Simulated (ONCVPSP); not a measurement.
# Al: generating and testing an ONCV potential

Do these settings give a usable potential? It is generated, then checked for transferability, scattering, ghosts and hardness.

The numbers are computed with ONCVPSP 4.0.1.1 (patched build) (PBEsol, scalar-relativistic, spin-unpolarised reference atom).

**1. Starting point**

Typed settings, in words:

```
element                 : aluminium (Al, Z = 13)
type                    : optimised norm-conserving Vanderbilt (ONCV)
frozen core             : [He]
valence charge          : 11
reference configuration : 2s2 2p6 3s2 (charge +1)
partial waves           : 2s+3s: rc 1.05 bohr, ncon 5, nbas 8, qcut 12.4 1/bohr, 3 projectors, debl 1.7 Ha; 2p: rc 0.85 bohr, ncon 4, nbas 7, qcut 13.1 1/bohr, 1 projector
local potential         : polynomial inside 0.60 bohr (lpopt 1, dvloc0 4 Ha)
core correction         : Teter function, fcfact 5.75, rcfact 1.25
```

An earlier all-electron run gives the scale for the radii.

All-electron outer shells of the reference configuration (PBEsol, scalar-relativistic, ld1.x):

```
shell  level (eV)  outermost node (bohr)  outermost maximum (bohr)
   1s    -1516.32                      –                      0.08
   2s     -116.18                   0.16                      0.50
   2p      -77.88                      –                      0.43
   3s      -14.77                   0.80                      2.01
   3p       -9.03                   0.81                      2.39
```

**2. Generating the potential**

File Al.dat:

```
# ATOM AND REFERENCE CONFIGURATION
# atsym  z   nc   nv     iexc    psfile
  Al 13.00    1    3  -116133      upf
#
#   n    l    f
    1    0    2.00
    2    0    2.00
    2    1    6.00
    3    0    2.00
#
# PSEUDOPOTENTIAL AND OPTIMIZATION
# lmax
    1
#
#   l,   rc,      ep,       ncon, nbas, qcut
    0    1.05    0.00    5    8   12.40
    1    0.85    0.00    4    7   13.10
#
# LOCAL POTENTIAL
# lloc, lpopt,  rc(5),   dvloc0
    4    1    0.60    4.00
#
# VANDERBILT-KLEINMAN-BYLANDER PROJECTORs
# l, nproj, debl
    0    3    1.70
    1    1    1.20
#
# MODEL CORE CHARGE
# icmod, fcfact, rcfact
    3    5.75    1.25
#
# LOG DERIVATIVE ANALYSIS
# epsh1, epsh2, depsh
   -6.00    5.00    0.04
#
# OUTPUT GRID
# rlmax, drl
    6.00    0.01
#
# TEST CONFIGURATIONS
# ncnf
    4
# nvcnf
#   n    l    f
    4
    2    0    2.00
    2    1    6.00
    3    0    2.00
    3    1    1.00
#
    3
    2    0    2.00
    2    1    6.00
    3    0    1.00
#
    3
    2    0    2.00
    2    1    6.00
    3    0    0.00
#
    4
    2    0    2.00
    2    1    6.00
    3    0    0.00
    3    1    3.00
#
```

Run with:

```
oncvpsp.x < Al.dat > Al.out
```

What does the calculation give? Wanted: cutoffs for 1 and 0.1 mHa per electron, occupied waves; bound ghosts; GHOST(+) flags; largest test error; largest phase difference near zero energy, channels read; rms error of d²Exc/dn², without and with the model core.

As calculated:

```
                                                quantity                          value
  cutoffs for 1 and 0.1 mHa per electron, occupied waves               86 Ha and 194 Ha
                                            bound ghosts                     none found
                                          GHOST(+) flags                   s at 2352 eV
                            largest test error (AE − PS)  -141 meV, for 2s2 2p6 3s0 3p3
largest phase difference near zero energy, channels read                      0.015 rad
 rms error of d²Exc/dn², without and with the model core              1.97 and 2.00 mHa
```

**Reading.** The worst unpolarised test, 2s2 2p6 3s0 3p3, is off by 141 meV on 4.7 eV; by total energies transferability rates as poor. By its cutoff, 86 Ha for the looser tolerance, it is very hard. At the looser tolerance the 2p wave is the slowest; 2s needs 48 Ha. It is free of bound ghosts as far as tested. Near zero energy the phases of the channels with partial waves agree within 0.015 rad. The program also flags highly localised states, GHOST(+) (s).
